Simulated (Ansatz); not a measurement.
# Sr3Ti4O11: the cost of one run

Program: Ansatz 0.2.0. Level of theory: DFT PBEsol, scalar-relativistic, plane waves, PAW. These are calculated values, not measurements.

3 further runs of the same task are left out: 1 that didn't finish, 2 set aside as unsound or not needed.

### Step 1. The starting structure

The structure is cubic, space group Pm-3m (No. 221). The conventional cell has a = 3.891 Å, b = 3.891 Å, c = 3.891 Å, α = 90.00°, β = 90.00°, γ = 90.00°. Sr (site symmetry m-3m) has 12 O at 2.75 Å as nearest neighbours. Ti (site symmetry m-3m) is surrounded by 6 O at 1.95 Å. Around O (site symmetry 4/mmm) lie 2 Ti at 1.95 Å and 4 Sr at 2.75 Å.

As a file:

```xyz
5
Lattice="3.8911 0.0000 0.0000 0.0000 3.8911 0.0000 0.0000 0.0000 3.8911" Properties=species:S:1:pos:R:3 pbc="T T T"
Sr    0.0000    0.0000    0.0000
Ti    1.9456    1.9456    1.9456
O     0.0000    1.9456    1.9456
O     1.9456    0.0000    1.9456
O     1.9456    1.9456    0.0000
```

This cell was relaxed beforehand with the same method: volume 11.78 Å³/atom, gap on the mesh 1.85 eV.

The bulk reference comes from a run made before at the same settings: -1531.4486 eV/atom.

### Step 2. The (100) slab

Planes are indexed in the bulk's conventional cell (Pm-3m (No. 221)), a = 3.891 Å, b = 3.891 Å, c = 3.891 Å, α = 90.00°, β = 90.00°, γ = 90.00°.

The slab is a (100) slab, 11.7 Å thick as cut, with 15 Å of vacuum; its outer planes are TiO2 (top) and TiO2 (bottom).

The slab as cut. Layers, bottom to top:

| plane | atoms per cell | height over the lowest (Å) |
| --- | --- | --- |
| 1 | TiO2 | 0.00 |
| 2 | SrO | 1.95 |
| 3 | TiO2 | 3.89 |
| 4 | SrO | 5.84 |
| 5 | TiO2 | 7.78 |
| 6 | SrO | 9.73 |
| 7 | TiO2 | 11.67 |

### Step 3. Single point on the unrelaxed (100) slab

The cell repeats along c, and a dipole correction in the vacuum removes the field between the copies.

Input file input.yaml:

```yaml
crystal:
  lattice:
    - [3.8911201359, 0.0, 0.0]
    - [0.0, 3.8911201359, 0.0]
    - [0.0, 0.0, 26.6733604078]
  atoms:
    - { symbol: Ti, position: [0.5, 0.5, 0.2811794197] }
    - { symbol: O, position: [0.0, 0.5, 0.2811794197] }
    - { symbol: O, position: [0.5, 0.0, 0.2811794197] }
    - { symbol: Sr, position: [0.0, 0.0, 0.3541196131] }
    - { symbol: O, position: [0.5, 0.5, 0.3541196131] }
    - { symbol: Ti, position: [0.5, 0.5, 0.4270598066] }
    - { symbol: O, position: [0.0, 0.5, 0.4270598066] }
    - { symbol: O, position: [0.5, 0.0, 0.4270598066] }
    - { symbol: Sr, position: [0.0, 0.0, 0.5] }
    - { symbol: O, position: [0.5, 0.5, 0.5] }
    - { symbol: Ti, position: [0.5, 0.5, 0.5729401934] }
    - { symbol: O, position: [0.0, 0.5, 0.5729401934] }
    - { symbol: O, position: [0.5, 0.0, 0.5729401934] }
    - { symbol: Sr, position: [0.0, 0.0, 0.6458803869] }
    - { symbol: O, position: [0.5, 0.5, 0.6458803869] }
    - { symbol: Ti, position: [0.5, 0.5, 0.7188205803] }
    - { symbol: O, position: [0.0, 0.5, 0.7188205803] }
    - { symbol: O, position: [0.5, 0.0, 0.7188205803] }
basis:
  ecutwfc: 420
kpoints:
  mp_grid: { grid: [7, 7, 1] }
hamiltonian:
  xc: pbesol
scf:
  occupations: { method: gaussian, width: 0.05 }
output:
  forces: true
  stress: true
  eigenvalues: true
efield:
  axis: 3
  dipole_correction: true
  ramp_width: 0.04
```

Run with:

```sh
$ ansatz run input.yaml --threads 2 --pin off --max-ram 5120MiB --backend cpu --events-out ev --progress --plain --runs-dir out
```

What time and memory should one allow on 2 threads of Intel Xeon Platinum 8259CL at 2.50GHz (Skylake/Cascade Lake), shared host?

About 24 s, with a peak of 0.93 GiB.
